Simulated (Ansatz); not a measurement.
This script makes a ranking of structure types by relaxed energy of CdPd on several prototypes with Ansatz 0.2.0, Python API.

`cdpd_prototypes.py`
```python
import ansatz
import numpy as np
import spglib


def cuau(a_site, b_site, a):
    return (
        ansatz.Lattice.from_parameters(a, a, 1.35 * a, alpha=90, beta=90, gamma=90)
        .space_group(123)
        .atom(a_site, (0, 0, 0))
        .atom(b_site, (0.5, 0.5, 0.5))
    )


def rocksalt(A, B, a):
    return ansatz.Crystal.rocksalt(A, B, a=a)


def zincblende(first, second, a):
    return (
        ansatz.Lattice.fcc(a)
        .space_group(216)
        .atom(first, (0, 0, 0))
        .atom(second, (0.25, 0.25, 0.25))
        .primitive()
    )


def ground_state(name, crystal):
    calc = (
        crystal.calculation()
        .functional('r2scan')
        .scf(tolerance=1e-08)
        .basis(550)
        .kpoints(spacing=0.3)
        .occupations('cold', width=0.1)
        .stress()
        .band_table()
    )
    calc = calc.relax(force_tolerance=0.02, max_steps=60, cell=True)
    return calc.run(threads=1)

def relaxed_twice(name, crystal):
    # the second pass draws mesh and plane waves anew for the relaxed cell
    first = ground_state(name, crystal)
    again = ansatz.Crystal(lattice=ansatz.Lattice.of(first.lattice.cell_ang))
    for site in first.report['lattice']['sites']:
        again = again.atom(site['symbol'], site['position_frac'])
    return ground_state(name, again)


def pressure_gpa(outcome):
    return float(np.trace(outcome.report['stress_gpa']) / 3)


def volume_per_atom(outcome):
    return abs(np.linalg.det(outcome.lattice.cell_ang)) / len(outcome.lattice.sites)


def space_group(outcome):
    sites = outcome.report['lattice']['sites']
    kinds = sorted({site['symbol'] for site in sites})
    cell = (outcome.lattice.cell_ang, [site['position_frac'] for site in sites], [kinds.index(site['symbol']) for site in sites])
    return spglib.get_spacegroup(cell, symprec=0.01)

phases = {}
phases['CuAu'] = cuau('Cd', 'Pd', 2.91)
phases['rocksalt'] = rocksalt('Cd', 'Pd', 5.11)
phases['zincblende'] = zincblende('Cd', 'Pd', 5.46)

done = {name: relaxed_twice(name, crystal) for name, crystal in phases.items()}

energy = {name: o.report['energy_sigma0_ev'] / len(o.lattice.sites) for name, o in done.items()}
lowest = min(energy.values())
rows = [(name, len(o.lattice.sites), 1000 * (energy[name] - lowest), pressure_gpa(o), volume_per_atom(o), space_group(o)) for name, o in done.items()]
rows.sort(key=lambda row: row[2])
print('     phase       atoms  dE (meV/atom)     P (GPa)  V (A^3/atom)  space group')
for row in rows:
    print(f'{str(row[0]):>10}  {row[1]:10d}  {row[2]:13.1f}  {row[3]:10.2f}  {row[4]:12.3f}  {str(row[5]):>11}')
print('order:', ' < '.join(row[0] for row in rows))
```

Which of these structures comes out lowest, and how far apart are they?

By space group at the end of each run: P4/mmm (+0 meV an atom, 16.9 Å³), Fm-3m (+336 meV an atom, 19.4 Å³) and F-43m (+941 meV an atom, 27.1 Å³).

The run itself:

Running `python cdpd_prototypes.py` prints:
```text
DeckWarning: relax.cell: scf.convergence.dr2_threshold = 1e-8 eV is looser than the 2e-10 eV advised for a relaxation that steers and ends on the stress (1e-10 eV for each atom of the cell: 2). What an SCF threshold leaves in a stress goes as its square root, and in the free energy as the threshold itself, and one threshold admits the most on a small cell: of the crystals measured, under no hybrid functional and no lock of the moments, on runs that ended without the residual-converged pass, on [...]
     phase       atoms  dE (meV/atom)     P (GPa)  V (A^3/atom)  space group
      CuAu           2            0.0        0.01        16.901  P4/mmm (123)
  rocksalt           2          332.0       -0.00        19.422  Fm-3m (225)
zincblende           2          936.2        0.00        27.054  F-43m (216)
order: CuAu < rocksalt < zincblende
```
(Warnings from the package without file and line, shortened.)

Caveats:
- For the metals among these phases the mesh is modest: differences between phases can be off by up to 40 meV an atom.
- Pressure is positive in compression.
- The cells are built on prototypes, so most aren't the phase found in nature. Rows bear the name of their start, and a relaxation keeps or raises the symmetry. Differences under about 40 meV an atom lie within the error of mesh and functional.
- It ran for 2.6 min on 1 thread of Arm Neoverse V2 (shared host), peak memory 0.65 GiB.

(Lines on the test bed's own set-up are left out of the output.)
